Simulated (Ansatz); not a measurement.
Run this with Ansatz 0.2.0, Python API and show what comes out.

The script, `torsion_bgeh5o2.py`:
```python
import ansatz
from ase import Atoms


def main() -> None:
    atoms = Atoms(["O", "B", "Ge", "O", "H", "H", "H", "H", "H"], positions=[
        (-1.0156, 1.0044, -1.4717),
        (0.1074, 0.93, -0.6263),
        (0.3771, -0.7448, 0.44),
        (-0.8963, -0.9862, 1.5604),
        (-0.7679, 0.6846, -2.3767),
        (0.8836, 1.8394, -0.5576),
        (0.5537, -1.9558, -0.5016),
        (1.7558, -0.5899, 1.2682),
        (-0.9093, -0.228, 2.2481),
    ])

    first = (
        ansatz.Crystal.molecule_from_ase(atoms).calculation()
        .basis(gaussian="def2-SVP")
        .functional("pbe0")
        .relax(force_tolerance=0.02, max_steps=80)
    )
    atoms.positions = first.run(threads=1, backend="cpu").report["positions_ang"]

    start = atoms.get_dihedral(3, 2, 1, 0)
    energies = {}
    for turn in range(0, 360, 40):
        turned = atoms.copy()
        turned.set_dihedral(3, 2, 1, 0, start + turn, indices=[0, 1, 4, 5])
        setup = ansatz.Crystal.molecule_from_ase(turned).calculation().basis(gaussian="def2-SVP").functional("pbe0")
        energies[round((start + turn) % 360)] = setup.run(threads=1, backend="cpu").report["free_energy_ev"]
    floor = min(energies.values())
    print("dihedral O3-Ge2-B1-O0 (deg)   E - E(min) (kcal/mol)")
    for angle, e in sorted(energies.items()):
        print(f"{angle:8d} {23.060548 * (e - floor):14.3f}  " + "#" * int(30 * (e - floor) / max(max(energies.values()) - floor, 1e-9)))


if __name__ == "__main__":
    main()
```

`python torsion_bgeh5o2.py` gives:
```text
dihedral O3-Ge2-B1-O0 (deg)   E - E(min) (kcal/mol)
       3          0.000
      43          1.595  ###############
      83          2.963  #############################
     123          2.471  ########################
     163          1.836  ##################
     203          1.829  ##################
     243          2.549  #########################
     283          3.014  ##############################
     323          1.479  ##############
```

The scan is rigid and the energies are electronic, in a modest basis. With rigid groups the curve can differ much from the relaxed path, the start wasn't checked as a minimum of this torsion, and equivalent turns needn't return to the same energy. It ran for 2.2 min on 1 thread of Arm Neoverse V1, with other jobs on the host, peak memory 0.29 GiB.
